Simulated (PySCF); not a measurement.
# FGe2H5O: the cost of one run

The runs use PySCF 2.14.0, with density-fitted response routines of our own; the level of theory stands in each step. All values are computed, except where a source is named. Atoms are numbered from 0 throughout.

## Step 1: Starting geometry

9 atoms, charge 0, multiplicity 1; geometry from: GFN2-xTB. The atoms were then displaced at random by about 0.01 Å, so the start is not that level's minimum.

Bonds of the start (Å): F0–Ge1 1.72, Ge1–O2 1.72, O2–Ge3 1.70, Ge1–H4 1.49, Ge1–H5 1.50, Ge3–H6 1.50, Ge3–H7 1.50, Ge3–H8 1.48.

## Step 2: Optimising the geometry at PBE0-D3(BJ)/def2-SVP

What the job is given:

```
{"job": {"xc": "PBE0", "basis": "def2-SVP", "d3": "d3bj", "grid": 1, "shake": 0.01, "kind": "geom"}, "charge": 0, "multiplicity": 1}
F      1.730640     1.750580    -0.416510
Ge     1.648400     0.076410    -0.032110
O      0.022690    -0.293610     0.401430
Ge    -1.644230    -0.222060     0.071430
H      2.470850    -0.071780     1.199850
H      2.054990    -0.587840    -1.308490
H     -2.128270     1.169110     0.363230
H     -2.204180    -1.233940     1.028980
H     -1.893080    -0.604040    -1.341530
```

Run with:

```bash
$ OMP_NUM_THREADS=1 python probes_run.py task.json out
```

This one command runs all jobs of the session in turn.

**Question.** How long does this first job take on 1 thread of Arm Neoverse V2, shared host, and how much memory does it need?

About 68 s, with a peak of 0.48 GiB.
